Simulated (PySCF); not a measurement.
**Chlorine: the same states on changed settings**

The task here is to estimate one member of a computed series from the others.

Method: unrestricted determinants in a Gaussian basis, no spin-orbit coupling in the energies. Code: PySCF 2.14.0.

## The system

| Item | Value |
| --- | --- |
| Element | chlorine (Z = 17) |
| Basis | jorge-DZP-DKH (7s4p1d, 24 functions) |
| Hamiltonian | scalar relativity by spin-free X2C-1e |
| State 1 | Cl: [Ne] 3s2 3p5, 2P determinant |
| State 2 | Cl⁺: [Ne] 3s2 3p4, high-spin 3P determinant |
| Methods | MP2, CCSD(T) |
| Core shells frozen in the correlated runs | all electrons: nothing (for Cl) |

The outer shells:

Cl [Ne] 3s2 3p5
```
[Ne] core
3s [↑↓]
3p [↑↓][↑↓][↑ ]
```

Cl+ [Ne] 3s2 3p4
```
[Ne] core
3s [↑↓]
3p [↑↓][↑ ][↑ ]
```

The sound run (jorge-DZP-DKH, the spin-free X2C one-electron Hamiltonian (Gaussian nucleus), symmetry-adapted start, fine grid, valence correlation) gave:

| species | method | energy (hartree) |
| --- | --- | --- |
| Cl | UHF | -460.88376 |
| Cl | B3LYP | -461.58563 |
| Cl | TPSS | -461.58513 |
| Cl | MP2 (valence) | -461.00022 |
| Cl | CCSD(T) (valence) | -461.01816 |
| Cl⁺ | UHF | -460.45108 |
| Cl⁺ | B3LYP | -461.10585 |
| Cl⁺ | TPSS | -461.10928 |
| Cl⁺ | MP2 (valence) | -460.54393 |
| Cl⁺ | CCSD(T) (valence) | -460.56407 |

The runs were made by one driver on top of PySCF. The scripts below sum up each run's settings (the driver also hands on starting orbitals that pick excited configurations, and frozen orbitals as a list rather than a count), and the logs come from the driver's own runs. The driver starts from symmetry-adapted Hartree-Fock orbitals, holds the occupation by maximum overlap and uses a logarithmic radial grid for functionals, so a plain start would take other cycles.

The first run:

The driver's launch:

```bash
> OMP_NUM_THREADS=1 python atomrun2.py TASK.json OUT
```

Input file input.py:

```python
from pyscf import gto, scf, dft, mp, cc
import basis_set_exchange as bse
mol = gto.M(atom="Cl 0 0 0", charge=0, spin=1, symmetry="D2h",
            basis=gto.basis.parse(bse.get_basis("jorge-DZP-DKH", elements=["Cl"], fmt="nwchem", header=False)),
            nucmod="G")
mf = scf.UHF(mol).sfx2c1e()
mf.irrep_nelec = {'Ag': (3, 3), 'B1u': (2, 2), 'B2u': (2, 2), 'B3u': (2, 1)}
mf.kernel()
mp.UMP2(mf, frozen=0).kernel()
```

Input file input.py:

```python
from pyscf import gto, scf, dft, mp, cc
import basis_set_exchange as bse
mol = gto.M(atom="Cl 0 0 0", charge=0, spin=1, symmetry="D2h",
            basis=gto.basis.parse(bse.get_basis("jorge-DZP-DKH", elements=["Cl"], fmt="nwchem", header=False)),
            nucmod="G")
mf = scf.UHF(mol).sfx2c1e()
mf.irrep_nelec = {'Ag': (3, 3), 'B1u': (2, 2), 'B2u': (2, 2), 'B3u': (2, 1)}
mf.kernel()
mycc = cc.CCSD(mf, frozen=0).run()
mycc.ccsd_t()
```

Steps of the session up to this table: Changed run, Cl; Changed run, Cl⁺: the ladder of methods.

One of the session's tables, all rows but one given; the rest of the session is left out.

Ionisation energy of Cl:

| method | sound run (eV) |
| --- | --- |
| UHF | 11.774 |
| MP2 | 12.416 |
| SCS-MP2 | 12.398 |
| CCSD | ? |
| CCSD(T) | 12.356 |

Estimate the missing values for CCSD.

The run gave: sound run (eV): 12.350. In the column «sound run (eV)» it lies between UHF (11.774) and CCSD(T) (12.356).
